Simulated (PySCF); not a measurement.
**Changing the system itself: InI⁺**

Aim: change spin, charge, geometry, field or solvent of InI⁺, one at a time, and compare with the base run.

Method: each script names its method and basis; program: PySCF 2.14.0.

3 further runs of the same task are left out: 1 for a known fault of the program, 2 that didn't finish.

## 1. The starting structure

InI⁺: 2 atoms, charge 1, spin multiplicity 2.

Bond lengths: In1–I2 2.800 Å.

## 2. The run that the others are compared with

Contents of input.py:

```python
from pyscf import gto, dft
from pyscf.geomopt.geometric_solver import optimize

mol = gto.M(
    atom='In 0 0 0; I 0 0 2.8',
    basis='lanl2dz',
    ecp={'In': 'lanl2dz', 'I': 'lanl2dz'},
    charge=1,
    spin=1,
    verbose=4,
)
mf = dft.UKS(mol, xc='tpssh')
mf.kernel()
g = mf.nuc_grad_method()
g.grid_response = True
mol_eq = optimize(g.as_scanner(), maxsteps=30)
print('optimised geometry (angstrom)')
print(mol_eq.tostring('raw'))
print('orbital energies (hartree):', [e[max(0, n-3):n+3].round(4) for e, n in zip(mf.mo_energy, mol.nelec)])
```

On the command line:

```bash
OMP_NUM_THREADS=1 python input.py
```

Its log is not repeated here.

Base result: at the starting geometry E(SCF) = -13.010617 Eh, 10 cycles, ⟨S²⟩ = 0.763, optimised bond 2.799 Å in 2 steps; the optimisation lowers the energy by 0.000 eV.

## 3. Electric field 0.001 a.u.

Variant 1 changes electric field: none → 0.001 a.u.; step after the SCF: optimize → analyze.

Contents of input.py:

```python
from pyscf import gto, dft

mol = gto.M(
    atom='In 0 0 0; I 0 0 2.8',
    basis='lanl2dz',
    ecp={'In': 'lanl2dz', 'I': 'lanl2dz'},
    charge=1,
    spin=1,
    verbose=4,
)
mf = dft.UKS(mol, xc='tpssh')
field = 0.001  # electric field along z, atomic units
h = mf.get_hcore() + field*mol.intor('int1e_r')[2]
mf.get_hcore = lambda *args: h
e_nuc = mol.energy_nuc() - field*mol.atom_charges() @ mol.atom_coords()[:, 2]
mf.energy_nuc = lambda *args: e_nuc
mf.kernel()
mf.mulliken_pop()
mf.dip_moment()
print('orbital energies (hartree):', [e[max(0, n-3):n+3].round(4) for e, n in zip(mf.mo_energy, mol.nelec)])
```

On the command line:

```bash
OMP_NUM_THREADS=1 python input.py
```

## 4. Lengths in bohr

Variant 2 changes length unit: angstrom → bohr; bond length: 2.8 Å → 2.8 bohr.

Edit input.py of step 2 so:

```diff
@@ -9,2 +9,3 @@
     spin=1,
+    unit='bohr',
     verbose=4,
```

## 5. Bond 0.5 Å

Variant 3 changes bond length: 2.8 Å → 0.5 Å.

Edit input.py of step 2 so:

```diff
@@ -4,3 +4,3 @@
 mol = gto.M(
-    atom='In 0 0 0; I 0 0 2.8',
+    atom='In 0 0 0; I 0 0 0.5',
     basis='lanl2dz',
```

## 6. Bond 3.136 Å

Variant 4 changes bond length: 2.8 Å → 3.136 Å.

Edit input.py of step 2 so:

```diff
@@ -4,3 +4,3 @@
 mol = gto.M(
-    atom='In 0 0 0; I 0 0 2.8',
+    atom='In 0 0 0; I 0 0 3.136',
     basis='lanl2dz',
```

## 7. Bond 2.464 Å

Variant 5 changes bond length: 2.8 Å → 2.464 Å.

Edit input.py of step 2 so:

```diff
@@ -4,3 +4,3 @@
 mol = gto.M(
-    atom='In 0 0 0; I 0 0 2.8',
+    atom='In 0 0 0; I 0 0 2.464',
     basis='lanl2dz',
```

## 8. Sextet

Variant 6 changes spin (2S): 1 → 5.

Edit input.py of step 2 so:

```diff
@@ -8,3 +8,3 @@
     charge=1,
-    spin=1,
+    spin=5,
     verbose=4,
```

Before running it: what results should come out? Wanted: for each run, E(SCF); from base; gap, α spin; after the SCF.

The runs gave:

```tsv
run	E(SCF) (hartree)	from base (eV)	cycles	gap, α spin (eV)	after the SCF
base	-13.010617	0	10	4.47	bond 2.799 Å, 0.000 eV
electric field 0.001 a.u.	-13.011187	not comparable	10	4.42	n/a
lengths in bohr (poor choice)	-11.867701	not comparable	8	4.57	bond 2.798 Å, -31.100 eV
bond 0.5 Å (poor choice)	1.473918	+394.1443	9	2.50	bond 2.798 Å, -394.144 eV
bond 3.136 Å	-13.007155	+0.0942	10	4.12	bond 2.798 Å, -0.094 eV
bond 2.464 Å	-12.997262	+0.3634	9	5.03	bond 2.798 Å, -0.363 eV
sextet	-12.642934	+10.0052	8	2.05	bond 9.739 Å, -1.050 eV
```

SCF columns refer to the geometry typed in the script.

Of the runs whose energies can be compared, “bond 0.5 Å” moves the SCF energy most (+394.144 eV). The sextet solution found lies 10.01 eV above the base doublet at this geometry and level. The dearest run is “bond 0.5 Å”, at 22 s against 4.4 s. With bond 0.5 Å the frontier gap moves by over 1.5 eV, which can mean another electronic state rather than the bond length alone. Rows marked «poor choice» come from settings spoiled on purpose.
